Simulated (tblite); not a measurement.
# C42H35BS: the cost of one run

Programs: tblite 0.8.0 and PySCF 2.14.0, with routines of our own; each step states its level. All values are computed. Atoms count from 0.

## 1. The starting structure

79 atoms, charge 0, multiplicity 1; geometry from: force field, distance geometry or constructed start.

## 2. Relaxing the molecule with GFN2-xTB

What the job is given:

```
{"job": {"kind": "relax", "xc": "GFN2-xTB", "basis": "xTB"}, "charge": 0, "multiplicity": 1}
C      3.869900     2.252700    -9.372200
C      4.522500     2.394700    -8.156100
C      4.246800     1.516900    -7.094300
C      3.319200     0.469000    -7.269400
B      2.912400    -0.480300    -6.009000
C      4.155400    -0.767800    -5.021800
C      5.460900    -0.937600    -5.537100
C      6.525300    -1.275700    -4.688100
C      6.297000    -1.495300    -3.330200
C      4.998500    -1.391100    -2.813900
C      3.934700    -1.052700    -3.657500
C      2.450700    -1.963000    -6.474200
C      1.558200    -2.713200    -5.676800
C      1.235900    -4.027800    -6.032500
C      1.819100    -4.618800    -7.145800
C      2.752400    -3.914700    -7.897700
C      3.086000    -2.599800    -7.559300
C      1.720400     0.343500    -5.294100
C      0.388700     0.219000    -5.736200
C     -0.625200     0.997600    -5.178400
C     -0.329700     1.949600    -4.201800
C      0.993500     2.133700    -3.797100
C      2.018800     1.359800    -4.344900
C      2.611400     0.376800    -8.484000
C      2.903800     1.259300    -9.532400
C     -2.522200    -3.126000     1.264800
C     -2.610000    -1.742700     1.421600
C     -1.827100    -0.887700     0.643300
C     -0.931700    -1.402600    -0.306200
S      0.124200    -0.419500    -1.386100
C      1.630700    -0.356500    -0.394600
C      2.770200     0.151200    -1.028100
C      3.992300     0.231900    -0.357100
C      4.091300    -0.201800     0.967400
C      2.966800    -0.713600     1.601900
C      1.743000    -0.794500     0.927800
C     -0.539600     1.227700    -1.068400
C     -1.617100     1.635600    -1.868100
C     -2.198500     2.889300    -1.708300
C     -1.708600     3.775000    -0.748700
C     -0.627400     3.387000     0.050300
C     -0.039700     2.121100    -0.107500
C     -0.852100    -2.795300    -0.463100
C     -1.636600    -3.652600     0.317700
H      4.079100     2.936400   -10.181400
H      5.247100     3.187300    -8.016700
H      4.740800     1.678200    -6.147300
H      5.660900    -0.818900    -6.588800
H      7.521400    -1.388500    -5.093700
H      7.118400    -1.760100    -2.676700
H      4.819400    -1.594900    -1.763600
H      2.945800    -1.020500    -3.236500
H      1.122000    -2.293800    -4.786200
H      0.530200    -4.589400    -5.427000
H      1.570700    -5.643700    -7.409300
H      3.232600    -4.386200    -8.750500
H      3.850900    -2.098800    -8.143000
H      0.134100    -0.472300    -6.526400
H     -1.648900     0.873500    -5.514500
H     -1.116800     2.554100    -3.777400
H      1.227300     2.891000    -3.059700
H      3.039400     1.552300    -4.049800
H      1.836000    -0.353800    -8.623600
H      2.368600     1.173500   -10.469400
H     -3.122200    -3.784200     1.870800
H     -3.303100    -1.327200     2.155800
H     -1.933500     0.181800     0.803500
H      2.719700     0.489200    -2.054400
H      4.862900     0.625500    -0.868900
H      5.035400    -0.143700     1.496000
H      3.036500    -1.062800     2.637600
H      0.894900    -1.208300     1.476400
H     -2.016200     0.959300    -2.617600
H     -3.036200     3.191000    -2.334900
H     -2.147500     4.754100    -0.629600
H     -0.226500     4.073000     0.792500
H      0.787900     1.875000     0.534200
H     -0.177900    -3.225000    -1.187900
H     -1.563500    -4.731600     0.182300
```

On the command line:

```bash
> OMP_NUM_THREADS=8 python large_run.py task.json out
```

The driver reads the jobs from task.json and runs them one after another.

**Question.** How long does this first job take on 8 threads of Intel Xeon 6975P-C, shared host, and how much memory does it need?

About 69 s, with a peak of 0.2 GiB.
